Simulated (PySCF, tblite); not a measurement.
**C3H11PSi2: dynamics, then NMR shifts on frames**

Aim: move C3H11PSi2 (`[SiH3]P[SiH2]C1CC1`) away from its starting geometry and see how NMR shifts follow the geometry.

Programs: tblite 0.8.0 and PySCF 2.14.0, with density-fitted response routines of our own. Each step states its level of theory. These are calculated values for one molecule in the gas phase, unless marked as measured. Atoms are numbered from 0 throughout.

### 1 The molecule as given

17 atoms, charge 0, multiplicity 1; geometry from: GFN2-xTB.

Bonds of the start (Å): Si0–P1 2.23, P1–Si2 2.24, Si2–C3 1.88, C3–C4 1.50, C4–C5 1.49, C5–C3 1.50, Si0–H6 1.47, Si0–H7 1.46, Si0–H8 1.46, P1–H9 1.38, Si2–H10 1.47, Si2–H11 1.47, C3–H12 1.08, C4–H13 1.08, C4–H14 1.08, C5–H15 1.08, C5–H16 1.08.

### 2 A short Langevin run with GFN2-xTB

The job: settings as JSON, then the geometry in Å.

```
{"job": {"kind": "md", "xc": "GFN2-xTB", "basis": "xTB", "temperature": 600, "steps": 2000, "every": 50, "frames": 5}, "charge": 0, "multiplicity": 1}
Si     3.248306    -0.254952     0.623923
P      1.062877    -0.190729     1.045405
Si     0.211249    -0.068250    -1.021525
C     -1.643162     0.201499    -0.829420
C     -2.363251    -0.323604     0.381456
C     -2.142898     1.141689     0.233406
H      3.610547    -1.151342    -0.477474
H      3.894982    -0.710640     1.853676
H      3.651746     1.111360     0.297851
H      0.919307    -1.557254     1.175630
H      0.829558     1.078452    -1.698276
H      0.465393    -1.279887    -1.814216
H     -2.212736     0.194412    -1.751305
H     -3.361522    -0.716889     0.256171
H     -1.779542    -0.842838     1.129716
H     -2.986560     1.775677     0.003399
H     -1.411293     1.605325     0.880597
```

Method: GFN2-xTB Langevin dynamics, gas phase.

Launch:

```bash
$ OMP_NUM_THREADS=1 python probes_run.py task.json out
```

The driver reads the jobs from task.json and runs them one after another.

Output:

```text
t/fs     T/K      E/eV
    0.0   518.0   -489.35118
   25.0   440.2   -488.65519
   50.0   514.0   -488.48454
   75.0   543.8   -488.54901
  100.0   345.6   -488.37641
  125.0   441.8   -488.39119
  150.0   445.1   -488.22457
  175.0   494.8   -488.23291
  200.0   625.5   -488.38756
  225.0   671.5   -488.21632
  250.0   666.3   -488.21379
  275.0   570.3   -488.12370
  300.0   584.9   -488.27175
  325.0   619.6   -488.16957
  350.0   549.0   -488.14449
  375.0   653.4   -488.32160
  400.0   676.0   -488.30696
  425.0   562.4   -487.85842
  450.0   673.1   -488.18400
  475.0   692.0   -488.25880
  500.0   704.7   -488.14664
  525.0   659.0   -487.99612
  550.0   905.8   -488.39077
  575.0   618.8   -487.86378
  600.0   541.4   -488.20783
  625.0   782.1   -488.32851
  650.0   500.6   -487.52021
  675.0   689.6   -487.81484
  700.0   515.5   -487.73056
  725.0   538.9   -487.78296
  750.0   821.7   -488.02734
  775.0   525.9   -488.01905
  800.0   656.8   -488.75433
  825.0   589.2   -488.23163
  850.0   443.7   -487.91048
  875.0   602.9   -487.99499
  900.0   886.9   -488.48448
  925.0   688.9   -487.92749
  950.0   735.8   -488.05500
  975.0   718.0   -488.00174
 1000.0   497.5   -487.77370
```

It took 13 s on 1 thread of Arm Neoverse V2, shared host; peak memory 0.18 GiB.

Distance from the start (root mean square after alignment): 0 fs 0.00 Å, 200 fs 0.63 Å, 400 fs 1.13 Å, 600 fs 2.09 Å, 800 fs 2.10 Å, 1000 fs 1.85 Å.

Positions (Å) and forces (eV/Å) at 1000 fs:

```xyz
17

Si    2.253    0.153    1.057   -0.406    1.374    1.401
P     0.591    1.486    2.016    1.178    0.329    0.364
Si   -1.406    0.569    1.912   -0.742    0.229   -0.266
C    -2.795    1.555    0.920    1.782    0.247    0.629
C    -3.946    0.903    0.261   -1.411    2.790    1.364
C    -3.987    1.385    1.748   -2.043   -1.482   -0.679
H     2.524   -0.905    1.982    0.393   -0.380    0.652
H     3.413    1.032    0.806   -0.335   -0.206   -0.009
H     1.713   -0.585   -0.002   -0.556   -0.434   -1.428
H     0.796    1.216    3.399   -0.016   -0.019   -0.915
H    -1.220   -0.657    1.210   -0.011   -0.977   -0.573
H    -1.797    0.088    3.304    0.074    0.509   -0.633
H    -2.662    2.487    0.457    0.842    1.474    0.147
H    -4.654    1.422   -0.405    0.893    0.273    0.193
H    -3.754   -0.017   -0.085   -0.044   -3.535   -0.370
H    -4.715    2.203    2.055    1.075   -1.383   -0.457
H    -3.895    0.441    2.311   -0.673    1.192    0.578
```

### 3 Nuclear shieldings: 250 fs, PBE0/pcSseg-1

The job: settings as JSON, then the geometry in Å.

```
{"job": {"kind": "nmr", "xc": "PBE0", "basis": "pcSseg-1", "pop": false}, "charge": 0, "multiplicity": 1}
Si     2.996400    -0.524300     0.367500
P      1.045000     0.342900     1.057000
Si    -0.288400    -0.094800    -0.682800
C     -2.112700     0.532700    -0.314000
C     -2.918500     0.322900     0.896900
C     -2.100600     1.595600     0.810300
H      2.846000    -1.719300    -0.294300
H      3.784700    -0.802800     1.607100
H      3.564600     0.368900    -0.545700
H      0.598200    -0.880000     1.760300
H      0.029900     0.500000    -2.083000
H     -0.216700    -1.674300    -1.054300
H     -2.733000     0.852800    -1.143900
H     -4.074000     0.364700     0.901000
H     -2.672600    -0.483000     1.493300
H     -2.871800     2.395100     0.727400
H     -1.236100     1.867600     1.407500
```

Method: GIAO PBE0/pcSseg-1 NMR shielding, non-relativistic, gas phase.

Output:

```text
coarse grid: 14952 points
cycle   1  E = -1040.5707328079  dE =  2.943e-01  |g| = 3.249e-01  |ddm| = 3.604e+00
cycle   2  E = -1040.5623114406  dE =  8.421e-03  |g| = 3.793e-01  |ddm| = 6.646e-01
cycle   3  E = -1040.6002725974  dE = -3.796e-02  |g| = 4.267e-02  |ddm| = 3.894e-01
cycle   4  E = -1040.6006843757  dE = -4.118e-04  |g| = 1.407e-02  |ddm| = 5.769e-02
cycle   5  E = -1040.6007289435  dE = -4.457e-05  |g| = 5.660e-03  |ddm| = 2.148e-02
cycle   6  E = -1040.6007373799  dE = -8.436e-06  |g| = 1.087e-03  |ddm| = 7.315e-03
final grid: 128496 points
cycle   7  E = -1040.6356017702  dE = -2.576e-05  |g| = 6.529e-03  |ddm| = 2.487e-02
cycle   8  E = -1040.6355955142  dE =  6.256e-06  |g| = 8.134e-03  |ddm| = 1.302e-02
cycle   9  E = -1040.6356126475  dE = -1.713e-05  |g| = 4.901e-04  |ddm| = 7.417e-03
cycle  10  E = -1040.6356126958  dE = -4.825e-08  |g| = 1.821e-04  |ddm| = 7.502e-04
cycle  11  E = -1040.6356127045  dE = -8.717e-09  |g| = 4.038e-05  |ddm| = 2.213e-04
cycle  12  E = -1040.6356127048  dE = -3.429e-10  |g| = 1.218e-05  |ddm| = 5.035e-05
converged SCF energy = -1040.6356127048

GIAO shielding tensors (ppm)
atom      isotropic    diamagn.    paramagn.     s11        s22        s33       span
  0 Si     436.540     880.379    -443.838    406.070    427.827    475.723     69.653
  1 P      621.299     969.639    -348.341    559.819    578.261    725.816    165.997
  2 Si     376.216     879.269    -503.053    313.277    374.682    440.689    127.412
  3 C      184.847     249.105     -64.258    156.322    173.524    224.695     68.373
  4 C      175.503     255.523     -80.020    143.262    174.745    208.502     65.240
  5 C      183.397     246.382     -62.985    141.302    177.959    230.930     89.628
  6 H       28.867      30.579      -1.712     24.297     27.478     34.826     10.529
  7 H       27.230      28.097      -0.867     23.339     24.760     33.590     10.251
  8 H       28.720      30.002      -1.282     24.818     26.362     34.980     10.162
  9 H       29.670      30.171      -0.501     23.265     28.424     37.319     14.054
 10 H       25.791      28.793      -3.001     21.860     24.728     30.786      8.926
 11 H       25.303      28.107      -2.804     21.354     24.161     30.395      9.042
 12 H       31.150      30.089       1.061     23.172     27.278     42.999     19.828
 13 H       29.251      28.134       1.117     23.281     24.825     39.647     16.365
 14 H       31.912      34.565      -2.654     25.293     30.949     39.492     14.199
 15 H       30.452      27.750       2.702     22.800     26.522     42.034     19.234
 16 H       30.061      29.931       0.131     21.805     29.360     39.019     17.214
```

Run time: 23 s. Hardware: 1 thread of Arm Neoverse V2, shared host; peak memory 0.8 GiB.

Shifts follow as δ = σ(reference) − σ, with reference shieldings (ppm) from runs at the same level and on the same kind of geometry: ¹H TMS 31.72, ¹³C TMS 186.9, ²⁹Si TMS 349.2, ³¹P H3PO4 318.4. The references are single molecules in the gas phase, so shifts against H2O, NH3, PH3, H3PO4 or CFCl3 are not on the usual liquid scales and can be off by tens of ppm. Each atom is listed at this fixed geometry, with no averaging over motion; a spectrum would average atoms that exchange fast.

| atoms | environment | σ (ppm) | δ (ppm) |
| --- | --- | --- | --- |
| C4 | three-membered-ring carbon | 175.5 | 11.4 |
| C5 | three-membered-ring carbon | 183.4 | 3.5 |
| C3 | three-membered-ring carbon | 184.8 | 2.1 |
| H11 | hydrogen on a silicon bonded to C, P | 25.30 | 6.41 |
| H10 | hydrogen on a silicon bonded to C, P | 25.79 | 5.93 |
| H7 | hydrogen on a silicon bonded to P | 27.23 | 4.49 |
| H8 | hydrogen on a silicon bonded to P | 28.72 | 3.00 |
| H6 | hydrogen on a silicon bonded to P | 28.87 | 2.85 |
| H13 | hydrogen on a three-membered-ring carbon | 29.25 | 2.47 |
| H9 | hydrogen on a phosphorus bonded to 2 Si | 29.67 | 2.05 |
| H16 | hydrogen on a three-membered-ring carbon | 30.06 | 1.66 |
| H15 | hydrogen on a three-membered-ring carbon | 30.45 | 1.26 |
| H12 | hydrogen on a three-membered-ring carbon | 31.15 | 0.57 |
| H14 | hydrogen on a three-membered-ring carbon | 31.91 | -0.19 |
| Si2 | silicon bonded to C, P, 2 H | 376.2 | -27.1 |
| Si0 | silicon bonded to P, 3 H | 436.5 | -87.4 |
| P1 | phosphorus bonded to 2 Si, H | 621.3 | -302.9 |

Ring of atoms C3, C4, C5: NICS(0) -43.7, NICS(1) -8.6, NICS(1)zz -24.9 ppm (means of both faces).

In rings of three or four atoms NICS is ruled by the nearby σ bonds, so it says little on aromaticity.

The fields below are evaluated on a grid from the run's orbitals.

Frontier orbitals at PBE0/pcSseg-1, with the share of their density that lies nearest to each atom:

| orbital | energy (eV) | lies on |
| --- | --- | --- |
| HOMO | -7.35 | P1 57 %; H11 13 %; H9 6 % |
| LUMO | -0.16 | P1 23 %; H9 20 %; Si2 14 % |

ELF in a plane through or near 6 of the atoms.

Values, 10 rows by 14 columns:
```
0.00 0.00 0.00 0.00 0.00 0.00 0.00 0.00 0.00 0.00 0.00 0.00 0.00 0.00
0.00 0.00 0.00 0.00 0.00 0.00 0.00 0.00 0.00 0.00 0.00 0.00 0.00 0.00
0.00 0.00 0.62 0.46 0.01 0.21 0.31 0.02 0.00 0.01 0.00 0.00 0.00 0.00
0.00 0.26 1.00 0.99 0.16 0.64 0.79 0.08 0.23 0.38 0.11 0.00 0.00 0.00
0.00 0.06 0.83 0.20 0.53 0.23 0.20 0.11 0.27 0.91 0.25 0.10 0.00 0.00
0.00 0.01 0.17 0.11 0.21 0.55 0.84 0.33 0.60 0.51 0.09 0.09 0.00 0.00
0.00 0.00 0.04 0.22 0.09 0.13 0.10 0.11 0.69 0.99 0.44 0.00 0.00 0.00
0.00 0.00 0.00 0.01 0.00 0.13 0.94 0.75 0.04 0.94 0.47 0.00 0.00 0.00
0.00 0.00 0.00 0.00 0.00 0.02 0.53 0.28 0.00 0.00 0.00 0.00 0.00 0.00
0.00 0.00 0.00 0.00 0.00 0.00 0.00 0.00 0.00 0.00 0.00 0.00 0.00 0.00
```
The map spans 13.6 Å across and 9.7 Å up, centred on the molecule. Atoms in the plane (x, y in Å): Si0 (-3.4, 0.3), P1 (-1.3, 0.9), Si2 (-0.2, -1.0), C3 (1.7, -0.7), H7 (-4.2, 1.5), H12 (2.4, -1.5).

On the surface of density 0.002 e/bohr³ the electrostatic potential runs, from the 1st to the 99th percentile, from -0.75 V near P1 to 1.06 V near H8.

### 4 Nuclear shieldings: 425 fs, PBE0/pcSseg-1

The job: settings as JSON, then the geometry in Å.

```
{"job": {"kind": "nmr", "xc": "PBE0", "basis": "pcSseg-1", "pop": false}, "charge": 0, "multiplicity": 1}
Si     2.910100    -0.179800     0.371400
P      1.111900     1.082700     0.816900
Si    -0.427200    -0.160200     0.011500
C     -2.082100     0.734200     0.524500
C     -3.148100     0.451800     1.576700
C     -2.349400     1.798600     1.581500
H      3.869800     0.706100    -0.349500
H      2.284200    -1.458000    -0.255200
H      3.553800    -0.735300     1.696500
H      1.257000     0.843500     2.250800
H     -0.267600    -0.425900    -1.492700
H     -0.252700    -1.454100     0.840300
H     -2.503300     1.033700    -0.425300
H     -4.230400     0.688900     1.310200
H     -2.973300    -0.137200     2.401700
H     -3.005400     2.578900     1.123300
H     -1.605900     2.172800     2.371800
```

With the program's defaults for keys left out, this is: GIAO PBE0/pcSseg-1 NMR shielding, non-relativistic, gas phase.

Output:

```text
coarse grid: 14952 points
cycle   1  E = -1040.5585628183  dE =  2.105e-01  |g| = 3.249e-01  |ddm| = 3.607e+00
cycle   2  E = -1040.5489412684  dE =  9.622e-03  |g| = 3.854e-01  |ddm| = 7.889e-01
cycle   3  E = -1040.5897412582  dE = -4.080e-02  |g| = 4.239e-02  |ddm| = 4.553e-01
cycle   4  E = -1040.5901187253  dE = -3.775e-04  |g| = 1.715e-02  |ddm| = 6.012e-02
cycle   5  E = -1040.5901900567  dE = -7.133e-05  |g| = 5.026e-03  |ddm| = 2.380e-02
cycle   6  E = -1040.5901957873  dE = -5.731e-06  |g| = 1.311e-03  |ddm| = 5.511e-03
final grid: 128496 points
cycle   7  E = -1040.6258587784  dE = -2.075e-05  |g| = 7.097e-03  |ddm| = 2.475e-02
cycle   8  E = -1040.6258507211  dE =  8.057e-06  |g| = 8.972e-03  |ddm| = 1.516e-02
cycle   9  E = -1040.6258719899  dE = -2.127e-05  |g| = 5.102e-04  |ddm| = 8.466e-03
cycle  10  E = -1040.6258720367  dE = -4.680e-08  |g| = 1.629e-04  |ddm| = 6.850e-04
cycle  11  E = -1040.6258720433  dE = -6.619e-09  |g| = 4.481e-05  |ddm| = 2.203e-04
cycle  12  E = -1040.6258720438  dE = -4.807e-10  |g| = 1.246e-05  |ddm| = 6.106e-05
converged SCF energy = -1040.6258720438

GIAO shielding tensors (ppm)
atom      isotropic    diamagn.    paramagn.     s11        s22        s33       span
  0 Si     421.671     879.645    -457.974    393.265    404.237    467.512     74.247
  1 P      642.372     970.810    -328.438    525.900    650.430    750.787    224.886
  2 Si     388.828     880.657    -491.830    338.374    367.004    461.104    122.730
  3 C      177.402     250.873     -73.471    136.655    188.302    207.249     70.594
  4 C      178.297     250.271     -71.974    148.137    170.560    216.195     68.058
  5 C      172.451     249.397     -76.946    139.085    165.614    212.654     73.569
  6 H       26.626      28.373      -1.747     22.341     24.554     32.983     10.642
  7 H       26.172      28.138      -1.966     22.120     26.083     30.313      8.193
  8 H       26.094      27.696      -1.602     22.483     24.482     31.317      8.834
  9 H       29.281      31.155      -1.873     22.000     28.724     37.120     15.119
 10 H       26.333      29.331      -2.998     22.299     25.321     31.377      9.078
 11 H       25.807      29.924      -4.117     21.512     25.335     30.575      9.063
 12 H       31.264      32.153      -0.889     23.180     29.368     41.245     18.065
 13 H       29.558      27.080       2.478     22.867     25.225     40.582     17.715
 14 H       31.920      31.922      -0.002     26.592     29.143     40.025     13.434
 15 H       30.177      28.883       1.294     23.352     26.222     40.958     17.606
 16 H       28.929      28.701       0.229     23.676     27.778     35.334     11.658
```

Wall time 16 s (1 thread of Arm Neoverse V2, shared host); peak memory 0.89 GiB.

Key values: δ C5 14.5, C3 9.5, C4 8.6, Si2 -39.7, H11 5.91, H8 5.62 ppm.

[end of part 1 of 2]
